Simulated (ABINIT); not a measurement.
TaAs:

```
CELL_PARAMETERS angstrom
-1.72181 1.72181 5.86794
1.72181 -1.72181 5.86794
1.72181 1.72181 -5.86794
ATOMIC_POSITIONS crystal
Ta 0.49997 0.49997 0.00000
Ta 0.24997 0.74997 0.50000
As 0.08263 0.08263 0.00000
As 0.83263 0.33263 0.50000
```

The cell is a database's computed one.

Base run:

* Program: ABINIT 10.8.3 (patched build)
* Functional: RPBE
* Potentials or basis: JTH PAW PBE v2.0
* Cutoff: 626 eV
* k mesh: 9 × 9 × 9
* Occupations: fermi-dirac, width 0.05 eV
* Spin: no spin polarisation

Its results: band gap on the k mesh 0.02 eV, indirect (least direct gap 0.05 eV); pressure 4.8 GPa; largest force 0.025 eV/Å.

Question: After a change of settings the same cell gave: band gap on the k mesh none (metal or under the smearing width); pressure -7.5 GPa; largest force 0.015 eV/Å. Which change was it?
A. functional from RPBE to PBEsol
B. functional from RPBE to LDA
C. functional from RPBE to PW91
D. functional from RPBE to BLYP

Answer: B.

LDA binds more tightly than RPBE, so the same cell stands under less pressure.

Caveats: the PAW data sets were made with another functional, which shifts forces and pressure a little; spin-orbit coupling is left out, which moves the levels of the heavy elements (some runs); an odd mesh through Γ misses points on the zone boundary, where band edges often lie (some runs).

Runs at the PBE level aren't shown here.
